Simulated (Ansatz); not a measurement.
The system is VBiO4.

```
Bi V O
1.0
    -2.56105    2.56105    5.79606
     2.56105   -2.56105    5.79606
     2.56105    2.56105   -5.79606
Bi V O
2 2 8
Direct
  0.75000 0.25000 0.50000
  0.00000 0.00000 0.00000
  0.25000 0.75000 0.50000
  0.50000 0.50000 0.00000
  0.43810 0.32910 0.60895
  0.57915 0.68810 0.60899
  0.72016 0.82915 0.39105
  0.07910 0.97016 0.39101
  0.67090 0.27984 0.10899
  0.02984 0.42085 0.10895
  0.31190 0.92090 0.89105
  0.17085 0.56190 0.89101
```

Measurements of this composition are mostly on another form, of space group No. 15.

```yaml
Program: Ansatz 0.2.0
Task: relaxation of cell and atoms
Functional: RPBE
Potentials_or_basis: Ansatz PAW
Cutoff: "420 eV (not typed: the program's choice for these potentials)"
k_mesh: 7 × 7 × 7
Occupations: fermi-dirac, width 0.05 eV
Spin: collinear spin, ferromagnetic start
Starting_moments: "[0.0, 0.0, 2.0, 2.0, 0.0, 0.0, 0.0, 0.0, 0.0, 0.0, 0.0, 0.0] μB"
```

At the start: volume 12.67 Å³/atom.

Question: How do energy, volume and symmetry change on relaxing?

Answer: It ends after 9 steps and the volume is 13.51 Å³/atom (+6.6 %); space group I4_1/a (No. 88, to 0.05 Å); moment 0.00 μB per cell.

The path:
```csv
step,energy change (eV),largest force (eV/Å),volume (Å³)
1,0.0000,0.0443,152.07
2,-0.0143,0.4922,168.81
3,-0.1822,0.1041,162.07
4,-0.1953,0.0241,161.43
5,-0.1964,0.0078,161.35
6,-0.2402,0.0086,161.35
7,-0.2393,0.0011,161.96
8,-0.2390,0.0002,162.06
9,-0.2415,0.0002,162.06
```

Final structure:
```
Bi V O
1.0
    -2.60405    2.60405    5.97472
     2.60405   -2.60405    5.97472
     2.60405    2.60405   -5.97472
Bi V O
2 2 8
Direct
  0.75000 0.25000 0.50000
  0.00000 0.00000 0.00000
  0.25000 0.75000 0.50000
  0.50000 0.50000 0.00000
  0.43917 0.32822 0.61328
  0.57589 0.68917 0.61095
  0.71494 0.82589 0.38672
  0.07822 0.96494 0.38905
  0.67178 0.28506 0.11095
  0.03506 0.42411 0.11328
  0.31083 0.92178 0.88672
  0.17411 0.56083 0.88905
```

Caveat: the plane-wave basis is chosen anew once the cell has moved, so the energies of steps on either side of that aren't comparable; the pressure holds a Pulay correction of +0.5 GPa for the finite cutoff; the PAW data sets come from PBE, with cores solved anew for the run's functional, which leaves a small shift of forces and pressure; the starting moments weren't kept.
